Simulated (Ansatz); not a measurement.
# H5NSn: the cost of one run

Program: Ansatz 0.2.0, Gaussian basis. Level of theory: PBE0-D4/def2-TZVP structures, single points in def2-TZVPP, no counterpoise correction. These are calculated values, not measurements.

Levels: SPW92, PBE-D4, BLYP-D4, r2SCAN-D4, B97M-V, PBE0-D4, B3LYP-D4, r2SCAN0-D4, BHLYP-D4, CAM-B3LYP-D4, wB97X-V, wB97M-V, B2PLYP, PBE-QIDH, RPA on PBE, Hartree-Fock, MP2, CCSD, CCSD(T).

Cores are frozen in the correlated methods. Filled d shells of the heavier atoms are correlated. Core potentials replace the inner electrons past krypton, and spin-orbit coupling is left out. B3LYP uses VWN-RPA correlation. B2PLYP carries no dispersion term here.

88 further runs of the same task are left out: 88 set aside as unsound or not needed.

## (1) The system as given

The complex: 10 atoms, charge 0, spin multiplicity 1.

Atoms are counted from 1 here; the program's logs count them from 0.

Bond lengths: Sn1–H3 1.714 Å, Sn1–H4 1.700 Å, Sn1–H5 1.701 Å, Sn1–N7 2.047 Å, S2–H6 1.362 Å, S2–H8 1.341 Å, N7–H9 1.013 Å, N7–H10 1.013 Å. Angles: H3–Sn1–H4 110.6°, H3–Sn1–H5 110.3°, H3–Sn1–N7 111.5°, H4–Sn1–H5 113.2°, H4–Sn1–N7 105.6°, H5–Sn1–N7 105.5°, H6–S2–H8 92.7°, Sn1–N7–H9 112.9°, Sn1–N7–H10 112.7°, H9–N7–H10 106.9°.

As a file:

```mol
H7NSSn
  3D, bonds by distance, orders not assigned

 10  8  0  0  0  0  0  0  0  0999 V2000
   -1.0448    0.1378   -1.0321 Sn  0  0
    1.4161    1.3512    2.0185 S   0  0
   -1.9315   -0.7024   -2.2345 H   0  0
   -2.0960    0.9559    0.0242 H   0  0
    0.1083    1.1585   -1.7548 H   0  0
    0.9859    0.2260    1.3835 H   0  0
    0.0267   -1.1492    0.1453 N   0  0
    2.4300    1.5257    1.1579 H   0  0
    0.6696   -1.7256   -0.3843 H   0  0
   -0.5643   -1.7778    0.6762 H   0  0
  1  3  8  0
  1  4  8  0
  1  5  8  0
  1  7  8  0
  2  6  8  0
  2  8  8  0
  7  9  8  0
  7 10  8  0
M  END
```

Its parts: SnNH5 holds atoms 1, 3, 4, 5, 7, 9, 10; H2S holds atoms 2, 6, 8. Each part counts its atoms afresh in its own runs.

## (2) Relaxing SnNH5 alone

Input file relax-a/in.yaml:

```yaml
crystal:
  periodic: [false, false, false]
  atoms:
    - {symbol: Sn, position_ang: [-1.044848, 0.137792, -1.032069]}
    - {symbol: H, position_ang: [-1.931452, -0.702436, -2.234515]}
    - {symbol: H, position_ang: [-2.095963, 0.955935, 0.024246]}
    - {symbol: H, position_ang: [0.108347, 1.158543, -1.754768]}
    - {symbol: N, position_ang: [0.026684, -1.149243, 0.145256]}
    - {symbol: H, position_ang: [0.669595, -1.725612, -0.384287]}
    - {symbol: H, position_ang: [-0.564307, -1.777840, 0.676169]}
basis:
  gaussian: {orbitals: def2-TZVP}
hamiltonian: {xc: pbe0, dispersion: d4}
relax: {f_tol: 0.005, max_steps: 200}
```

Command:

```bash
$ ansatz run in.yaml --threads 4 --pin off --events-out ev --progress --plain --max-ram 9574MiB
```

**Question.** How long does this run take on 4 threads of Intel Xeon Platinum 8488C, shared host?

About 12 s.
